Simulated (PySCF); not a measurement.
# C₁₀H₆ClO−: excited states, first hyperpolarisability

Wanted: excited states, first hyperpolarisability for C₁₀H₆ClO− (`[O-]c1ccc(Cl)c2ccccc12`).

Programs: PySCF 2.14.0, with routines of our own; each step states its level. All values are computed. Atoms count from 0.

## 1. The system as given

18 atoms, charge -1, multiplicity 1; geometry from: GFN2-xTB.

## 2. Relaxing the molecule at PBE0-D3(BJ)/def2-SVP

Job settings and geometry (Å):

```
{"job": {"xc": "PBE0", "basis": "def2-SVP", "d3": "d3bj", "grid": 2, "kind": "geom"}, "charge": -1, "multiplicity": 1}
O      1.689001    -2.436705    -0.502282
C      1.475960    -1.224466    -0.273854
C      2.514212    -0.263437    -0.131262
C      2.264172     1.067979     0.118725
C      0.972752     1.534929     0.245025
Cl     0.730907     3.245789     0.562969
C     -0.133175     0.681679     0.126620
C     -1.473949     1.106028     0.250167
C     -2.512634     0.223657     0.125171
C     -2.266059    -1.128506    -0.130531
C     -0.969102    -1.564282    -0.254778
C      0.116964    -0.695032    -0.132820
H      3.536390    -0.606850    -0.225773
H      3.090458     1.762997     0.218662
H     -1.672081     2.151600     0.447752
H     -3.534122     0.573816     0.224935
H     -3.094913    -1.819168    -0.227896
H     -0.743540    -2.603710    -0.452485
```

Command:

```
$ OMP_NUM_THREADS=1 python excited_run.py task.json out
```

The driver reads the jobs from task.json and runs them one after another.

The program printed:

```text
step   0  E = -919.02665777  max force = 0.017274
step   1  E = -919.02867135  max force = 0.008932
step   2  E = -919.02880770  max force = 0.004787
step   3  E = -919.02889913  max force = 0.001316
step   4  E = -919.02893543  max force = 0.000902
step   5  E = -919.02893086  max force = 0.001329
step   6  E = -919.02894252  max force = 0.000113
optimisation converged
```

Wall time 5.8 min (1 thread of Intel Xeon at 2.70GHz, shared host); peak memory 1.1 GiB.

Step by step:

```
step  energy from step 0 (eV)  largest force component (eV/Å)
   0                   0.0000                          0.8883
   1                  -0.0548                          0.4593
   2                  -0.0585                          0.2462
   3                  -0.0610                          0.0677
   4                  -0.0620                          0.0464
   5                  -0.0619                          0.0683
   6                  -0.0622                          0.0058
```

Close pairs (by a distance rule), those that changed most:

```
   bond  before (Å)  after (Å)  change (Å)
 C1–C11       1.465      1.483      +0.017
  C2–C3       1.378      1.392      +0.015
  C4–C6       1.402      1.416      +0.014
C10–H17       1.082      1.094      +0.012
  C8–C9       1.398      1.410      +0.012
  C1–C2       1.422      1.433      +0.011
 C2–H12       1.082      1.094      +0.011
  C7–C8       1.369      1.380      +0.011
```

The final coordinates are the input of the step that follows.

```
                         at the end point                value
  point group (found at 0.08 Å tolerance)                   Cs
rotational constants (GHz, main isotopes)  1.140, 0.808, 0.473
```

## 3. Excited states: TDA wB97X-D/def2-SVPD

Job settings and geometry (Å):

```
{"job": {"kind": "states", "xc": "wB97X-D", "basis": "def2-SVPD", "tda": true, "soc": true, "nstates": 6, "ntriplets": 5, "nquad": 4}, "charge": -1, "multiplicity": 1}
O      1.864019    -0.233490     1.494526
C      1.673651     0.977268     1.722939
C      2.717262     1.949309     1.866306
C      2.459515     3.293644     2.121167
C      1.167727     3.785249     2.254312
Cl     0.928277     5.500965     2.576295
C      0.054180     2.919321     2.132997
C     -1.298535     3.338647     2.254936
C     -2.340226     2.443388     2.125855
C     -2.088772     1.080095     1.867884
C     -0.779341     0.650891     1.745538
C      0.306970     1.532471     1.870540
H      3.746598     1.593862     1.766823
H      3.292587     3.996710     2.222122
H     -1.494419     4.394736     2.454760
H     -3.371159     2.799113     2.225395
H     -2.919983     0.375798     1.766778
H     -0.516064    -0.391923     1.545779
```

With the program's defaults for keys left out, this is: TDA wB97X-D/def2-SVPD excited states, vertical, gas phase, spin-orbit mean-field couplings.

The program printed:

```text
coarse grid: 17296 points
cycle   1  E = -919.2249635982  dE =  2.609e+00  |g| = 8.991e-01  |ddm| = 1.896e+01
cycle   2  E = -918.9554573511  dE =  2.695e-01  |g| = 1.504e+00  |ddm| = 6.378e+00
cycle   3  E = -919.4182554370  dE = -4.628e-01  |g| = 1.211e-01  |ddm| = 4.472e+00
cycle   4  E = -919.4217362038  dE = -3.481e-03  |g| = 6.442e-02  |ddm| = 8.638e-01
cycle   5  E = -919.4228908714  dE = -1.155e-03  |g| = 1.569e-02  |ddm| = 3.222e-01
cycle   6  E = -919.4229823477  dE = -9.148e-05  |g| = 6.473e-03  |ddm| = 9.271e-02
cycle   7  E = -919.4230070120  dE = -2.466e-05  |g| = 2.920e-03  |ddm| = 4.536e-02
cycle   8  E = -919.4230128574  dE = -5.845e-06  |g| = 1.156e-03  |ddm| = 2.060e-02
final grid: 167272 points
cycle   9  E = -919.5497641644  dE = -1.150e-04  |g| = 4.059e-03  |ddm| = 9.084e-01
cycle  10  E = -919.5497668341  dE = -2.670e-06  |g| = 2.931e-03  |ddm| = 6.824e-02
cycle  11  E = -919.5497686035  dE = -1.769e-06  |g| = 9.439e-04  |ddm| = 1.268e-02
cycle  12  E = -919.5497688286  dE = -2.252e-07  |g| = 3.433e-04  |ddm| = 5.615e-03
cycle  13  E = -919.5497688654  dE = -3.681e-08  |g| = 8.208e-05  |ddm| = 1.851e-03
cycle  14  E = -919.5497688702  dE = -4.732e-09  |g| = 4.594e-05  |ddm| = 6.326e-04
cycle  15  E = -919.5497688720  dE = -1.786e-09  |g| = 2.431e-05  |ddm| = 3.453e-04
cycle  16  E = -919.5497688724  dE = -4.834e-10  |g| = 9.643e-06  |ddm| = 1.554e-04
converged SCF energy = -919.5497688724

Singlet excitations
state   eV       nm        f     d(h-e)  d(exc)  Lambda  PR(NTO)  |dmu|/D   mu/D   main configurations
  1   3.5512   349.1   0.13959   1.645   3.728   0.647   1.094    4.328    4.905   H->L 0.94
  2   3.9984   310.1   0.15439   0.878   3.498   0.615   1.247    2.003    4.442   H->L+1 0.88, H-2->L 0.08
  3   4.3897   282.4   0.00002   1.911   3.415   0.324   1.009    4.542    1.225   H-1->L 0.90
  4   4.4942   275.9   0.00001   2.793   4.580   0.271   1.023   10.450    7.389   H->L+2 0.65, H->L+4 0.14
  5   4.8051   258.0   0.00507   1.143   4.398   0.248   1.048                     H->L+4 0.53, H->L+3 0.17, H->L+2 0.13
  6   5.1906   238.9   0.00023   2.178   3.764   0.263   1.157                     H-1->L+1 0.90

Triplet excitations (Tamm-Dancoff)
state   eV     d(h-e)  d(exc)  Lambda  PR(NTO)   main configurations
  1   2.5138   0.681   3.427   0.643   1.051   H->L 0.91
  2   2.9923   0.858   3.398   0.615   1.032   H->L+1 0.94
  3   4.0851   0.147   2.759   0.725   2.077   H-3->L 0.53, H->L+8 0.19, H->L+7 0.13
  4   4.1727   1.827   3.401   0.320   1.155   H-1->L 0.81
  5   4.1856   2.474   4.184   0.290   1.165   H->L+2 0.55, H->L+11 0.10
S1 - T1 = 1.0374 eV

Spin-orbit couplings |<S|Hso|T>| (cm-1)
             T1       T2       T3       T4       T5
S0        0.024    0.038    0.049   34.091   47.717
S1        0.003    0.046    0.022   20.798    5.918
S2        0.038    0.002    0.006    1.137    0.891
S3       21.606    3.957   13.120    0.023    0.108
S4        3.241    1.558    5.383    0.507    1.755
S5        0.934    1.460    0.575    0.395    1.737
S6        3.053   19.544    0.400    1.039    2.661
T1 sublevels (cm-1): 0.000 0.000 0.004   radiative rates (1/s): 0.135 0.000263 0.00161
```

Run time: 2.6 min. Hardware: 1 thread of Intel Xeon at 2.70GHz, shared host; peak memory 1.4 GiB.

From this job:

```
  quantity    value
S1 less T1  1.04 eV
```

## 4. Excited states: TDDFT CAM-B3LYP/def2-SVPD

The job, as its differences from that of step 3:

```diff
@@ -1,2 +1,2 @@
-{"job": {"kind": "states", "xc": "wB97X-D", "basis": "def2-SVPD", "tda": true, "soc": true, "nstates": 6, "ntriplets": 5, "nquad": 4}, "charge": -1, "multiplicity": 1}
+{"job": {"kind": "states", "xc": "CAM-B3LYP", "basis": "def2-SVPD", "tpa": true, "nstates": 8, "nquad": 6, "ntriplets": 0}, "charge": -1, "multiplicity": 1}
 O      1.864019    -0.233490     1.494526
```

Level: TDDFT CAM-B3LYP/def2-SVPD excited states, vertical, gas phase, two-photon moments by quadratic response.

The program printed:

```text
coarse grid: 17296 points
cycle   1  E = -919.1498740228  dE =  2.498e+00  |g| = 8.930e-01  |ddm| = 2.635e+01
cycle   2  E = -918.7055391464  dE =  4.443e-01  |g| = 1.717e+00  |ddm| = 1.249e+01
cycle   3  E = -919.3367029267  dE = -6.312e-01  |g| = 1.582e-01  |ddm| = 1.114e+01
cycle   4  E = -919.3420912987  dE = -5.388e-03  |g| = 8.756e-02  |ddm| = 1.041e+00
cycle   5  E = -919.3440918201  dE = -2.001e-03  |g| = 1.930e-02  |ddm| = 4.505e-01
cycle   6  E = -919.3441908568  dE = -9.904e-05  |g| = 8.700e-03  |ddm| = 1.070e-01
cycle   7  E = -919.3442172567  dE = -2.640e-05  |g| = 3.521e-03  |ddm| = 4.722e-02
cycle   8  E = -919.3442227126  dE = -5.456e-06  |g| = 1.402e-03  |ddm| = 2.133e-02
final grid: 167272 points
cycle   9  E = -919.4905887768  dE = -4.383e-05  |g| = 3.766e-03  |ddm| = 4.411e-01
cycle  10  E = -919.4905871013  dE =  1.676e-06  |g| = 4.804e-03  |ddm| = 4.029e-02
cycle  11  E = -919.4905926440  dE = -5.543e-06  |g| = 9.027e-04  |ddm| = 2.248e-02
cycle  12  E = -919.4905928298  dE = -1.858e-07  |g| = 2.333e-04  |ddm| = 2.973e-03
cycle  13  E = -919.4905928479  dE = -1.812e-08  |g| = 9.162e-05  |ddm| = 1.628e-03
cycle  14  E = -919.4905928508  dE = -2.893e-09  |g| = 3.409e-05  |ddm| = 4.050e-04
cycle  15  E = -919.4905928518  dE = -9.366e-10  |g| = 1.595e-05  |ddm| = 2.345e-04
converged SCF energy = -919.4905928518

Singlet excitations
state   eV       nm        f     d(h-e)  d(exc)  Lambda  PR(NTO)  |dmu|/D   mu/D   delta(TPA)   sigma/GM   main configurations
  1   3.3626   368.7   0.10767   1.550   3.727   0.644   1.127    4.055    4.820      122.92      0.509   H->L 0.97
  2   3.8183   324.7   0.12084   0.869   3.503   0.613   1.280    2.194    4.415      132.49      0.708   H->L+2 0.93
  3   4.1779   296.8   0.00060   3.366   5.037   0.265   1.017   12.603    8.824       53.78      0.344   H->L+1 0.76, H->L+4 0.08
  4   4.3881   282.5   0.00002   1.925   3.441   0.324   1.008    4.539    1.216        0.32      0.002   H-1->L 0.90
  5   4.4295   279.9   0.00343   1.206   4.537   0.244   1.031    4.695    5.529       96.24      0.692   H->L+4 0.62, H->L+3 0.16, H->L+1 0.12
  6   4.7093   263.3   0.00352   1.944   5.379   0.229   1.040    6.290    3.076        2.39      0.019   H->L+3 0.72, H->L+4 0.21
  7   5.1292   241.7   0.00369   1.705   4.855   0.267   1.059                                            H->L+5 0.54, H->L+6 0.25
  8   5.2233   237.4   0.00018   2.271   3.694   0.263   1.020                                            H-1->L+2 0.96
```

Run time: 3.6 min. Hardware: 1 thread of Intel Xeon at 2.70GHz, shared host; peak memory 1.6 GiB.

## 5. First hyperpolarisability: quadratic response CAM-B3LYP/def2-SVPD

The job, as its differences from that of step 4:

```diff
@@ -1,2 +1,2 @@
-{"job": {"kind": "states", "xc": "CAM-B3LYP", "basis": "def2-SVPD", "tpa": true, "nstates": 8, "nquad": 6, "ntriplets": 0}, "charge": -1, "multiplicity": 1}
+{"job": {"kind": "beta", "xc": "CAM-B3LYP", "basis": "def2-SVPD"}, "charge": -1, "multiplicity": 1}
 O      1.864019    -0.233490     1.494526
```

Method: quadratic response CAM-B3LYP/def2-SVPD first hyperpolarisability, Taylor convention, gas phase.

The program printed:

```text
coarse grid: 17296 points
cycle   1  E = -919.1498740228  dE =  2.498e+00  |g| = 8.930e-01  |ddm| = 2.635e+01
cycle   2  E = -918.7055391464  dE =  4.443e-01  |g| = 1.717e+00  |ddm| = 1.249e+01
cycle   3  E = -919.3367029267  dE = -6.312e-01  |g| = 1.582e-01  |ddm| = 1.114e+01
cycle   4  E = -919.3420912987  dE = -5.388e-03  |g| = 8.756e-02  |ddm| = 1.041e+00
cycle   5  E = -919.3440918201  dE = -2.001e-03  |g| = 1.930e-02  |ddm| = 4.505e-01
cycle   6  E = -919.3441908568  dE = -9.904e-05  |g| = 8.700e-03  |ddm| = 1.070e-01
cycle   7  E = -919.3442172567  dE = -2.640e-05  |g| = 3.521e-03  |ddm| = 4.722e-02
cycle   8  E = -919.3442227126  dE = -5.456e-06  |g| = 1.402e-03  |ddm| = 2.133e-02
final grid: 167272 points
cycle   9  E = -919.4905887768  dE = -4.383e-05  |g| = 3.766e-03  |ddm| = 4.411e-01
cycle  10  E = -919.4905871013  dE =  1.676e-06  |g| = 4.804e-03  |ddm| = 4.029e-02
cycle  11  E = -919.4905926440  dE = -5.543e-06  |g| = 9.027e-04  |ddm| = 2.248e-02
cycle  12  E = -919.4905928298  dE = -1.858e-07  |g| = 2.333e-04  |ddm| = 2.973e-03
cycle  13  E = -919.4905928479  dE = -1.812e-08  |g| = 9.162e-05  |ddm| = 1.628e-03
cycle  14  E = -919.4905928508  dE = -2.893e-09  |g| = 3.409e-05  |ddm| = 4.050e-04
cycle  15  E = -919.4905928518  dE = -9.366e-10  |g| = 1.595e-05  |ddm| = 2.345e-04
converged SCF energy = -919.4905928518

Lowest singlets (eV, f): 3.3626 0.1077  3.8183 0.1208  4.1779 0.0006

First hyperpolarisability (au)
process     nm      |vector|   parallel      HRS      DR
static         -      442.95    -203.79      217.2    3.28
shg       1907.0      538.31    -241.78     248.06   3.812
eope      1907.0      471.32    -215.05          -       -
shg       1064.0      939.58    -407.42     377.14   6.235
eope      1064.0      546.29    -244.98          -       -
```

Run time: 2.5 min. Hardware: 1 thread of Intel Xeon at 2.70GHz, shared host; peak memory 1.6 GiB.

## 6. Outcome

| quantity | value |
| --- | --- |
| point group | Cs |
| rotational constants (main isotopes) | 1.14, 0.81, 0.47 GHz |
| S1 less T1 (step 3, TDA wB97X-D/def2-SVPD) | 1.04 eV |
| β vector (step 5, quadratic response CAM-B3LYP/def2-SVPD) | static 443, SHG 1907.0 nm 538, SHG 1064.0 nm 940 au |

**Reading.** The optimisation took 6 steps and gained 0.062 eV; among the close pairs (by a distance rule), C1–C11 changed most, from 1.465 to 1.483 Å. No frequency check was run at this level, so the end point may be a saddle. For an anion in the gas phase, states above the energy of detachment are held by the basis alone, so excitations and responses hang on it. In step 3, the number of triplets below S1 is 2, and the largest singlet-triplet spin-orbit coupling is S0–T5, 47.72 cm⁻¹. β grows from 443 au (static) to 940 au for doubling at 1064.0 nm: normal dispersion, which grows as twice the photon energy moves toward the bright states.
